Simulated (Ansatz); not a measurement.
Ti, space group P6/mmm: cell relaxations under several functionals, run with the Ansatz DFT code, driven from Python.

`lattice_ti.py`:
```python
'''How the lattice of Ti depends on the functional.'''

from dataclasses import dataclass

import ansatz as az
import numpy as np


@dataclass(frozen=True)
class RunConfig:
    max_scf: int = 60
    k_spacing: float = 0.23
    smearing: str = 'fermi_dirac'


cfg = RunConfig()

def edges_and_angles(cell):
    cell = np.asarray(cell)
    a, b, c = np.linalg.norm(cell, axis=1)
    cosines = cell[1] @ cell[2] / (b * c), cell[0] @ cell[2] / (a * c), cell[0] @ cell[1] / (a * b)
    return (a, b, c, *np.degrees(np.arccos(cosines)))

crystal = (
    az.Lattice.of([4.6, 0.0, 0.0], [-2.3, 3.983717, 0.0], [0.0, 0.0, 2.82])
    .atom('Ti', [0.0, 0.0, 0.0])
    .atom('Ti', [1 / 3, 2 / 3, 0.5])
    .atom('Ti', [2 / 3, 1 / 3, 0.5])
)

calculation = (
    crystal.calculation()
    .scf(max_iterations=cfg.max_scf)
    .kpoints(spacing=cfg.k_spacing)
    .accuracy('medium')
    .basis(35 * az.Ry, xc_grid=1)
    .occupations(cfg.smearing, width=20 * az.meV)
    .relax(cell=True, max_steps=100, max_displacement=0.3)
)

levels = [('r2scan', 'none'), ('lda', 'none'), ('pbesol', 'none')]
print('level            a       b       c    alpha   beta  gamma  V/atom  steps')
for name, dispersion in levels:
    seen = []
    run = calculation.functional(name, dispersion=dispersion).session().plan()
    result = run.execute(on_event=lambda e: seen.append(e) if e['event'] == 'relax_step' else None)
    cell = result.lattice.cell_ang
    label = name if dispersion == 'none' else f'{name}+{dispersion}'
    print('{:13s} {:7.4f} {:7.4f} {:7.4f} {:6.2f} {:6.2f} {:6.2f}'.format(label, *edges_and_angles(cell)), f'{abs(np.linalg.det(cell)) / len(result.lattice.sites):7.3f} {len(seen):5d}')
```

Rank the levels of theory by the volume of the relaxed cell.

From smallest to largest: LDA (15.84 Å³ an atom, -8.0 % against the start), PBEsol (16.47 Å³ an atom, -4.4 % against the start) and r2SCAN (17.00 Å³ an atom, -1.3 % against the start). The spread is 7.3 % in volume.

What the script printed:

```console
$ python lattice_ti.py
level            a       b       c    alpha   beta  gamma  V/atom  steps
DeckWarning: basis.ecutwfc = 476.19925930478996 eV is below the records' recommended 500 eV, and the density's cutoff is lower with it unless basis.ecutrho_ratio is high enough to keep the records' density cutoff: compare with a run at a higher cutoff
r2scan         4.5666  4.5666  2.8241  90.00  90.00 120.00  17.001     5
lda            4.4491  4.4491  2.7721  90.00  90.00 120.00  15.840     6
pbesol         4.5148  4.5148  2.7983  90.00  90.00 120.00  16.466     5
```
(Warnings from the package without file and line.)

What to keep in mind:
- The settings weren't tested for convergence.
- The cutoff lies under the one recommended for these potentials in some of the runs.
- Spin is left out of this run.
- Forces vanish by symmetry, so the ions can't move, and the end may be a saddle.
- For a metal this k-point mesh is coarse: on a finer one energies can move by several to tens of meV an atom and pressures by half a GPa or more, differences at one mesh by less.
- xc_grid=1 is under the default for a meta-GGA and makes forces and stresses depend on the grid.
- This isn't the structure that Ti takes at ambient conditions.
- Hardware and time: 70 s on 1 thread of Arm Neoverse V2 (shared host), peak memory 0.43 GiB.
